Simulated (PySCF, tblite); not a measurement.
**C₄H₅BrO₂: a rotation path, then NMR shifts on frames**

How do NMR shifts of C₄H₅BrO₂ (`C=C(Br)OC(C)=O`) change as the atoms move?

Computed with tblite 0.8.0 and PySCF 2.14.0, with density-fitted response routines of our own, on a single molecule in the gas phase. Atoms count from 0, in the outputs and in this text.

### 1 The molecule as given

12 atoms, charge 0, multiplicity 1; geometry from: GFN2-xTB.

Bonds of the start (Å): C0–C1 1.32, C1–Br2 1.91, C1–O3 1.36, O3–C4 1.36, C4–C5 1.50, C4–O6 1.20, C0–H7 1.08, C0–H8 1.07, C5–H9 1.09, C5–H10 1.09, C5–H11 1.09.

### 2 The rotation path with GFN2-xTB

What the job is given:

```
{"job": {"kind": "neb", "xc": "GFN2-xTB", "basis": "xTB", "atoms": [2, 1, 3, 4], "turn": 180}, "charge": 0, "multiplicity": 1}
C      2.202162    -0.529011    -0.093400
C      1.449755     0.508917     0.214646
Br     2.201351     2.191291     0.704381
O      0.093734     0.640401     0.255247
C     -0.779054    -0.375536     0.037109
C     -2.182126     0.147762     0.133563
O     -0.461118    -1.503533    -0.204179
H      1.765639    -1.473839    -0.363904
H      3.273028    -0.446579    -0.075637
H     -2.868278    -0.678713     0.291035
H     -2.433947     0.643178    -0.802982
H     -2.259946     0.874978     0.936972
```

Level: GFN2-xTB climbing-image nudged elastic band, gas phase.

The run is started by

```
OMP_NUM_THREADS=1 python probes_run.py task.json out
```

This one command runs all jobs of the session in turn.

Output:

```text
image   E - E0 / eV
  0       0.0000
  1       0.0104
  2       0.0473
  3       0.0676
  4       0.0617
  5       0.1002
  6       0.1478
  7       0.0969
  8       0.0602
```

It took 3.4 s on 1 thread of Intel Xeon Platinum 8488C, shared host; peak memory 0.19 GiB.

The final band, with the dihedral Br2–C1–O3–C4:

```
image  dihedral (°)  energy (eV)  energy (kcal/mol)
    0          -176        0.000                0.0
    1          -145        0.010                0.2
    2          -114        0.047                1.1
    3           -83        0.068                1.6
    4           -56        0.062                1.4
    5           -33        0.100                2.3
    6             0        0.148                3.4
    7            32        0.097                2.2
    8            60        0.060                1.4
```

### 3 Nuclear shieldings: image 0, PBE0/pcSseg-1

What the job is given:

```
{"job": {"kind": "nmr", "xc": "PBE0", "basis": "pcSseg-1", "pop": false}, "charge": 0, "multiplicity": 1}
C      2.202200    -0.529000    -0.093400
C      1.449800     0.508900     0.214600
Br     2.201400     2.191300     0.704400
O      0.093700     0.640400     0.255200
C     -0.779100    -0.375500     0.037100
C     -2.182100     0.147800     0.133600
O     -0.461100    -1.503500    -0.204200
H      1.765600    -1.473800    -0.363900
H      3.273000    -0.446600    -0.075600
H     -2.868300    -0.678700     0.291000
H     -2.433900     0.643200    -0.803000
H     -2.259900     0.875000     0.937000
```

With the program's defaults for keys left out, this is: GIAO PBE0/pcSseg-1 NMR shielding, non-relativistic, gas phase.

Output:

```text
coarse grid: 50776 points
cycle   1  E = -2878.8918690677  dE = -8.277e-04  |g| = 1.146e+00  |ddm| = 3.274e+00
cycle   2  E = -2878.4602535181  dE =  4.316e-01  |g| = 1.788e+00  |ddm| = 1.707e+00
cycle   3  E = -2879.0329962238  dE = -5.727e-01  |g| = 4.436e-01  |ddm| = 1.427e+00
cycle   4  E = -2879.0654283182  dE = -3.243e-02  |g| = 1.572e-01  |ddm| = 3.674e-01
cycle   5  E = -2879.0693805262  dE = -3.952e-03  |g| = 3.384e-02  |ddm| = 1.009e-01
cycle   6  E = -2879.0695418793  dE = -1.614e-04  |g| = 9.866e-03  |ddm| = 2.322e-02
cycle   7  E = -2879.0695628443  dE = -2.096e-05  |g| = 3.379e-03  |ddm| = 1.051e-02
cycle   8  E = -2879.0695652004  dE = -2.356e-06  |g| = 1.025e-03  |ddm| = 2.851e-03
final grid: 107184 points
cycle   9  E = -2879.0695804197  dE =  4.202e-07  |g| = 1.706e-03  |ddm| = 2.289e-03
cycle  10  E = -2879.0695786779  dE =  1.742e-06  |g| = 3.236e-03  |ddm| = 3.663e-03
cycle  11  E = -2879.0695810887  dE = -2.411e-06  |g| = 3.657e-04  |ddm| = 2.455e-03
cycle  12  E = -2879.0695811141  dE = -2.538e-08  |g| = 5.230e-05  |ddm| = 2.573e-04
cycle  13  E = -2879.0695811146  dE = -5.648e-10  |g| = 9.134e-06  |ddm| = 3.879e-05
converged SCF energy = -2879.0695811146

GIAO shielding tensors (ppm)
atom      isotropic    diamagn.    paramagn.     s11        s22        s33       span
  0 C       76.618     254.662    -178.045    -19.649    100.930    148.572    168.220
  1 C       31.306     245.830    -214.524    -59.038     62.766     90.191    149.229
  2 Br    1860.940    3121.568   -1260.628   1129.792   1489.684   2963.344   1833.552
  3 O       68.370     404.842    -336.472   -106.722    140.243    171.589    278.311
  4 C       13.592     250.962    -237.369    -97.000     62.637     75.139    172.139
  5 C      162.455     249.016     -86.561    138.770    155.184    193.409     54.639
  6 O     -130.924     403.526    -534.450   -440.622   -228.632    276.481    717.104
  7 H       25.027      31.894      -6.867     20.584     24.453     30.043      9.458
  8 H       26.296      28.655      -2.359     23.399     23.944     31.544      8.145
  9 H       29.784      27.718       2.067     25.809     27.947     35.597      9.788
 10 H       29.249      28.208       1.041     26.018     27.859     33.871      7.852
 11 H       29.516      28.867       0.649     25.217     29.688     33.644      8.427
```

Run time: 19 s. Hardware: 1 thread of Intel Xeon Platinum 8488C, shared host; peak memory 0.73 GiB.

The references, computed at this level on geometries of the same kind, shield at (ppm): 1H TMS 31.72, 13C TMS 186.9, 17O H2O 336.1, 79Br HBr 2622. Their shielding less the atom's gives the shift. The references are single molecules in the gas phase, so shifts against H2O, NH3, PH3, H3PO4 or CFCl3 are not on the usual liquid scales and can be off by tens of ppm. Each atom is listed at this fixed geometry, with no averaging over motion; a spectrum would average atoms that exchange fast.

```
atoms                                                  environment  σ (ppm)  δ (ppm)
   C4                                        ester carbonyl carbon     13.6    173.3
   C1                                 alkene carbon bearing oxygen     31.3    155.6
   C0                β carbon of an enol-ether or enamine type C=C     76.6    110.3
   C5                                methyl carbon α to a carbonyl    162.5     24.5
   H7  hydrogen on a β carbon of an enol-ether or enamine type C=C    25.03     6.69
   H8  hydrogen on a β carbon of an enol-ether or enamine type C=C    26.30     5.42
  H10                  hydrogen on a methyl carbon α to a carbonyl    29.25     2.47
  H11                  hydrogen on a methyl carbon α to a carbonyl    29.52     2.20
   H9                  hydrogen on a methyl carbon α to a carbonyl    29.78     1.93
  Br2                                          bromine bonded to C     1861      761
   O6                                        ester carbonyl oxygen   -130.9    467.0
   O3                                          ester alkoxy oxygen     68.4    267.7
```

### 4 Nuclear shieldings: image 3, PBE0/pcSseg-1

What the job is given:

```
{"job": {"kind": "nmr", "xc": "PBE0", "basis": "pcSseg-1", "pop": false}, "charge": 0, "multiplicity": 1}
C      2.314400    -0.344600    -0.534700
C      1.430500     0.335800     0.167400
Br     1.918200     1.296700     1.744100
O      0.115400     0.492400    -0.159900
C     -0.826100    -0.281500     0.460700
C     -2.196000     0.153700     0.038900
O     -0.545800    -1.168300     1.208900
H      2.015800    -0.884200    -1.416500
H      3.349600    -0.370200    -0.250800
H     -2.935600    -0.259900     0.717500
H     -2.388900    -0.209500    -0.968900
H     -2.250400     1.239000     0.026100
```

With the program's defaults for keys left out, this is: GIAO PBE0/pcSseg-1 NMR shielding, non-relativistic, gas phase.

Output:

```text
coarse grid: 50776 points
cycle   1  E = -2878.8921432431  dE = -1.997e-02  |g| = 1.150e+00  |ddm| = 3.280e+00
cycle   2  E = -2878.4683297468  dE =  4.238e-01  |g| = 1.787e+00  |ddm| = 1.762e+00
cycle   3  E = -2879.0358305336  dE = -5.675e-01  |g| = 4.320e-01  |ddm| = 1.446e+00
cycle   4  E = -2879.0659126634  dE = -3.008e-02  |g| = 1.611e-01  |ddm| = 3.582e-01
cycle   5  E = -2879.0701405409  dE = -4.228e-03  |g| = 3.156e-02  |ddm| = 1.062e-01
cycle   6  E = -2879.0702913059  dE = -1.508e-04  |g| = 7.817e-03  |ddm| = 2.056e-02
cycle   7  E = -2879.0703036534  dE = -1.235e-05  |g| = 2.535e-03  |ddm| = 7.814e-03
cycle   8  E = -2879.0703048707  dE = -1.217e-06  |g| = 1.134e-03  |ddm| = 2.644e-03
final grid: 107184 points
cycle   9  E = -2879.0703114063  dE =  6.791e-07  |g| = 2.022e-03  |ddm| = 2.489e-03
cycle  10  E = -2879.0703087464  dE =  2.660e-06  |g| = 3.893e-03  |ddm| = 4.433e-03
cycle  11  E = -2879.0703123927  dE = -3.646e-06  |g| = 3.156e-04  |ddm| = 2.956e-03
cycle  12  E = -2879.0703124106  dE = -1.790e-08  |g| = 5.294e-05  |ddm| = 2.089e-04
cycle  13  E = -2879.0703124112  dE = -5.871e-10  |g| = 5.136e-06  |ddm| = 3.789e-05
converged SCF energy = -2879.0703124112

GIAO shielding tensors (ppm)
atom      isotropic    diamagn.    paramagn.     s11        s22        s33       span
  0 C       71.029     253.105    -182.075    -30.970     99.084    144.974    175.945
  1 C       28.166     248.405    -220.239    -65.294     66.004     83.788    149.082
  2 Br    1867.542    3121.888   -1254.346   1206.298   1473.042   2923.285   1716.988
  3 O       51.301     404.612    -353.311    -65.444     83.032    136.315    201.760
  4 C       13.708     250.128    -236.419    -99.464     64.607     75.982    175.446
  5 C      164.194     249.710     -85.515    143.953    154.626    194.004     50.050
  6 O     -142.729     401.925    -544.655   -442.120   -257.834    271.765    713.885
  7 H       26.318      31.388      -5.069     22.478     24.659     31.818      9.340
  8 H       26.181      28.847      -2.666     23.116     23.711     31.717      8.602
  9 H       29.746      27.528       2.218     25.805     27.912     35.521      9.715
 10 H       29.378      28.712       0.667     25.946     27.702     34.487      8.541
 11 H       29.509      29.043       0.466     25.429     29.400     33.696      8.267
```

It took 18 s on 1 thread of Intel Xeon Platinum 8488C, shared host; peak memory 0.88 GiB.

This run: δ C4 173.2, C1 158.8, C0 115.9, C5 22.7, H8 5.54, H7 5.40 ppm.

### 5 NMR shieldings: image 6, PBE0/pcSseg-1

What the job is given:

```
{"job": {"kind": "nmr", "xc": "PBE0", "basis": "pcSseg-1", "pop": false}, "charge": 0, "multiplicity": 1}
C      2.399100    -0.025500    -0.722900
C      1.451200    -0.047900     0.203300
Br     1.960700    -0.194200     2.035400
O      0.138400     0.031100    -0.144000
C     -0.919200     0.010800     0.712100
C     -2.210100     0.079500    -0.052000
O     -0.831200    -0.062900     1.900500
H      2.159600     0.056500    -1.767200
H      3.432500    -0.090100    -0.439700
H     -2.994800     0.398500     0.628600
H     -2.452500    -0.914200    -0.425300
H     -2.132400     0.757800    -0.896100
```

Level: GIAO PBE0/pcSseg-1 NMR shielding, non-relativistic, gas phase.

Output:

```text
coarse grid: 50776 points
cycle   1  E = -2878.8754969004  dE =  1.325e-02  |g| = 1.163e+00  |ddm| = 3.303e+00
cycle   2  E = -2878.4127676212  dE =  4.627e-01  |g| = 1.843e+00  |ddm| = 1.883e+00
cycle   3  E = -2879.0248590824  dE = -6.121e-01  |g| = 4.435e-01  |ddm| = 1.540e+00
cycle   4  E = -2879.0561043382  dE = -3.125e-02  |g| = 1.649e-01  |ddm| = 3.667e-01
cycle   5  E = -2879.0606442937  dE = -4.540e-03  |g| = 3.271e-02  |ddm| = 1.149e-01
cycle   6  E = -2879.0608159952  dE = -1.717e-04  |g| = 7.725e-03  |ddm| = 2.220e-02
cycle   7  E = -2879.0608280848  dE = -1.209e-05  |g| = 1.751e-03  |ddm| = 7.311e-03
cycle   8  E = -2879.0608288250  dE = -7.402e-07  |g| = 6.646e-04  |ddm| = 2.498e-03
final grid: 107184 points
cycle   9  E = -2879.0608685915  dE =  1.376e-07  |g| = 1.020e-03  |ddm| = 1.656e-03
cycle  10  E = -2879.0608681494  dE =  4.421e-07  |g| = 1.709e-03  |ddm| = 2.180e-03
cycle  11  E = -2879.0608688465  dE = -6.971e-07  |g| = 2.217e-04  |ddm| = 1.342e-03
cycle  12  E = -2879.0608688574  dE = -1.092e-08  |g| = 2.108e-05  |ddm| = 1.807e-04
cycle  13  E = -2879.0608688575  dE = -7.822e-11  |g| = 5.726e-06  |ddm| = 1.621e-05
converged SCF energy = -2879.0608688575

GIAO shielding tensors (ppm)
atom      isotropic    diamagn.    paramagn.     s11        s22        s33       span
  0 C       80.814     252.146    -171.332    -12.210    112.106    142.547    154.757
  1 C       32.462     248.576    -216.115    -70.614     83.440     84.558    155.172
  2 Br    1874.032    3121.542   -1247.510   1351.099   1434.251   2836.746   1485.647
  3 O       85.832     404.598    -318.766    -67.991    108.444    217.044    285.035
  4 C       16.849     248.509    -231.659    -97.319     61.820     86.047    183.366
  5 C      162.603     248.973     -86.369    137.975    156.159    193.677     55.702
  6 O     -132.443     401.201    -533.644   -464.020   -233.116    299.807    763.827
  7 H       26.561      30.713      -4.152     23.376     24.357     31.949      8.573
  8 H       26.790      28.889      -2.099     23.654     24.301     32.416      8.763
  9 H       29.714      27.260       2.454     25.648     28.230     35.263      9.615
 10 H       29.303      28.129       1.174     26.141     27.615     34.153      8.011
 11 H       29.675      29.419       0.255     25.587     29.019     34.417      8.830
```

Run time: 19 s. Hardware: 1 thread of Intel Xeon Platinum 8488C, shared host; peak memory 0.82 GiB.

In short: δ C4 170.1, C1 154.5, C0 106.1, C5 24.3, H7 5.16, H8 4.93 ppm.

### 6 NMR shieldings: image 7, PBE0/pcSseg-1

What the job is given:

```
{"job": {"kind": "nmr", "xc": "PBE0", "basis": "pcSseg-1", "pop": false}, "charge": 0, "multiplicity": 1}
C      2.408800     0.081600    -0.684400
C      1.432700    -0.171800     0.172700
Br     1.847700    -0.747800     1.942500
O      0.123900    -0.129000    -0.195600
C     -0.892500     0.154300     0.669100
C     -2.214900     0.028500    -0.026900
O     -0.728700     0.459800     1.811500
H      2.197600     0.383800    -1.694100
H      3.435200    -0.020300    -0.387000
H     -2.977600     0.509100     0.578900
H     -2.461100    -1.025900    -0.138800
H     -2.170000     0.477100    -1.015000
```

Level: GIAO PBE0/pcSseg-1 NMR shielding, non-relativistic, gas phase.

Output:

```text
coarse grid: 50776 points
cycle   1  E = -2878.8815502107  dE =  7.673e-03  |g| = 1.158e+00  |ddm| = 3.287e+00
cycle   2  E = -2878.4358154896  dE =  4.457e-01  |g| = 1.820e+00  |ddm| = 1.826e+00
cycle   3  E = -2879.0297848371  dE = -5.940e-01  |g| = 4.358e-01  |ddm| = 1.484e+00
cycle   4  E = -2879.0599587136  dE = -3.017e-02  |g| = 1.625e-01  |ddm| = 3.568e-01
cycle   5  E = -2879.0643281489  dE = -4.369e-03  |g| = 3.242e-02  |ddm| = 1.112e-01
cycle   6  E = -2879.0644940720  dE = -1.659e-04  |g| = 7.542e-03  |ddm| = 2.159e-02
cycle   7  E = -2879.0645055883  dE = -1.152e-05  |g| = 1.787e-03  |ddm| = 7.235e-03
cycle   8  E = -2879.0645062648  dE = -6.765e-07  |g| = 8.456e-04  |ddm| = 2.485e-03
final grid: 107184 points
cycle   9  E = -2879.0645074516  dE =  3.347e-07  |g| = 1.441e-03  |ddm| = 1.955e-03
cycle  10  E = -2879.0645062313  dE =  1.220e-06  |g| = 2.657e-03  |ddm| = 3.178e-03
cycle  11  E = -2879.0645079676  dE = -1.736e-06  |g| = 2.271e-04  |ddm| = 2.051e-03
cycle  12  E = -2879.0645079789  dE = -1.136e-08  |g| = 3.269e-05  |ddm| = 1.899e-04
cycle  13  E = -2879.0645079791  dE = -2.060e-10  |g| = 4.798e-06  |ddm| = 2.221e-05
converged SCF energy = -2879.0645079791

GIAO shielding tensors (ppm)
atom      isotropic    diamagn.    paramagn.     s11        s22        s33       span
  0 C       78.742     252.285    -173.543    -16.296    108.351    144.170    160.466
  1 C       31.366     249.039    -217.673    -69.398     78.816     84.680    154.078
  2 Br    1887.075    3121.642   -1234.567   1378.061   1437.078   2846.086   1468.026
  3 O       73.239     404.390    -331.151    -58.073     98.794    178.996    237.069
  4 C       16.491     249.042    -232.550    -97.713     64.061     83.126    180.840
  5 C      163.133     249.124     -85.991    139.879    155.349    194.171     54.293
  6 O     -151.076     401.216    -552.292   -483.761   -253.820    284.353    768.114
  7 H       26.453      30.737      -4.284     23.126     24.349     31.885      8.759
  8 H       26.635      28.906      -2.272     23.602     23.997     32.305      8.703
  9 H       29.724      27.352       2.372     25.578     28.159     35.436      9.857
 10 H       29.313      28.140       1.173     26.059     27.892     33.987      7.928
 11 H       29.592      29.415       0.177     25.402     28.934     34.440      9.038
```

Wall time 19 s (1 thread of Intel Xeon Platinum 8488C, shared host); peak memory 0.88 GiB.

In short: δ C4 170.4, C1 155.6, C0 108.2, C5 23.8, H7 5.26, H8 5.08 ppm.

### 7 Nuclear shieldings: image 8, PBE0/pcSseg-1

What the job is given:

```
{"job": {"kind": "nmr", "xc": "PBE0", "basis": "pcSseg-1", "pop": false}, "charge": 0, "multiplicity": 1}
C      2.375500     0.091900    -0.614900
C      1.412100    -0.321300     0.186700
Br     1.776500    -0.986100     1.936900
O      0.101900    -0.385900    -0.181500
C     -0.840700     0.278000     0.553200
C     -2.206000    -0.001000     0.004200
O     -0.565200     0.982900     1.476300
H      2.145000     0.458900    -1.599300
H      3.404100     0.061500    -0.310300
H     -2.955300     0.261800     0.744700
H     -2.290000    -1.047300    -0.276100
H     -2.356700     0.606000    -0.887000
```

Method: GIAO PBE0/pcSseg-1 NMR shielding, non-relativistic, gas phase.

Output:

```text
coarse grid: 50776 points
cycle   1  E = -2878.8901237440  dE = -6.433e-03  |g| = 1.153e+00  |ddm| = 3.287e+00
cycle   2  E = -2878.4670942461  dE =  4.230e-01  |g| = 1.789e+00  |ddm| = 1.766e+00
cycle   3  E = -2879.0358309738  dE = -5.687e-01  |g| = 4.286e-01  |ddm| = 1.437e+00
cycle   4  E = -2879.0651647750  dE = -2.933e-02  |g| = 1.604e-01  |ddm| = 3.529e-01
cycle   5  E = -2879.0693739269  dE = -4.209e-03  |g| = 3.179e-02  |ddm| = 1.075e-01
cycle   6  E = -2879.0695303662  dE = -1.564e-04  |g| = 7.408e-03  |ddm| = 2.086e-02
cycle   7  E = -2879.0695414569  dE = -1.109e-05  |g| = 2.029e-03  |ddm| = 7.228e-03
cycle   8  E = -2879.0695422069  dE = -7.500e-07  |g| = 1.057e-03  |ddm| = 2.466e-03
final grid: 107184 points
cycle   9  E = -2879.0695785106  dE =  6.043e-07  |g| = 1.894e-03  |ddm| = 2.288e-03
cycle  10  E = -2879.0695762243  dE =  2.286e-06  |g| = 3.604e-03  |ddm| = 4.168e-03
cycle  11  E = -2879.0695793850  dE = -3.161e-06  |g| = 2.615e-04  |ddm| = 2.749e-03
cycle  12  E = -2879.0695793977  dE = -1.272e-08  |g| = 4.076e-05  |ddm| = 1.831e-04
cycle  13  E = -2879.0695793981  dE = -3.388e-10  |g| = 3.965e-06  |ddm| = 2.861e-05
converged SCF energy = -2879.0695793981

GIAO shielding tensors (ppm)
atom      isotropic    diamagn.    paramagn.     s11        s22        s33       span
  0 C       75.004     252.742    -177.739    -24.407    103.928    145.490    169.897
  1 C       28.291     249.364    -221.072    -68.564     71.826     81.612    150.175
  2 Br    1884.025    3121.757   -1237.732   1281.694   1477.142   2893.237   1611.543
  3 O       54.971     404.467    -349.496    -59.077     92.487    131.505    190.583
  4 C       14.652     250.072    -235.420    -98.708     65.335     77.330    176.038
  5 C      164.238     249.425     -85.187    143.571    155.112    194.031     50.460
  6 O     -155.577     401.510    -557.087   -472.791   -267.144    273.203    745.994
  7 H       26.329      31.107      -4.779     22.733     24.454     31.800      9.067
  8 H       26.400      28.947      -2.546     23.468     23.718     32.016      8.548
  9 H       29.745      27.373       2.372     25.753     28.038     35.446      9.693
 10 H       29.530      29.120       0.410     25.511     29.208     33.871      8.360
 11 H       29.382      28.583       0.799     25.948     27.646     34.552      8.604
```

Wall time 19 s (1 thread of Intel Xeon Platinum 8488C, shared host); peak memory 0.88 GiB.

In short: δ C4 172.3, C1 158.6, C0 111.9, C5 22.7, H7 5.39, H8 5.32 ppm.

### 8 Side by side: NMR shifts

Shifts (ppm) of some atoms, chosen among heavy atoms and hydrogens apart, with basis size and wall time:

```
  frame     C1     C0    H7    H8  Br2     O6     O3  functions  time
image 0  155.6  110.3  6.69  5.42  761  467.0  267.7        168  19 s
image 3  158.8  115.9  5.40  5.54  755  478.8  284.8        168  18 s
image 6  154.5  106.1  5.16  4.93  748  468.5  250.2        168  19 s
image 7  155.6  108.2  5.26  5.08  735  487.2  262.8        168  19 s
image 8  158.6  111.9  5.39  5.32  738  491.7  281.1        168  19 s
```

### 9 Results

| quantity | value |
| --- | --- |
| barrier | 0.148 eV (3.4 kcal/mol) at image 6 |
| end to end (GFN2-xTB) | 0.060 eV |
| 13C shifts against TMS (PBE0/pcSseg-1, image 0) | 173.3, 155.6, 110.3, 24.5 ppm |
| 1H shifts against TMS (PBE0/pcSseg-1, image 0) | 6.69, 5.42, 2.47, 2.20, 1.93 ppm |
| 79Br shifts against HBr (PBE0/pcSseg-1, image 0) | 761 ppm |
| 17O shifts against H2O (PBE0/pcSseg-1, image 0) | 467.0, 267.7 ppm |
| range of the shift of O3 | 250.2 to 284.8 ppm |

What this shows: Along the band the dihedral turns by 236°, and the top (dihedral 0°) lies 3.4 kcal/mol above the start (GFN2-xTB, rough), so at room temperature this motion is fast. The top was not checked by a frequency run. C1 stands next to heavy halogen, whose spin-orbit shielding this run leaves out, so the computed shift lies too far downfield, most of all for carbon beside Br or I. Shifts at one fixed geometry are not the observed spectrum, which averages over the motion. In the first frame run (image 0): The largest span, 1834 ppm, is at Br2, where the paramagnetic term is -1261 ppm. In ppm, O3 moves most: its shift spreads over 34.5 ppm, from 250.2 (image 6) to 284.8 (image 3). Spin-orbit coupling is left out, which matters for shieldings and couplings at and beside the heavy atoms.
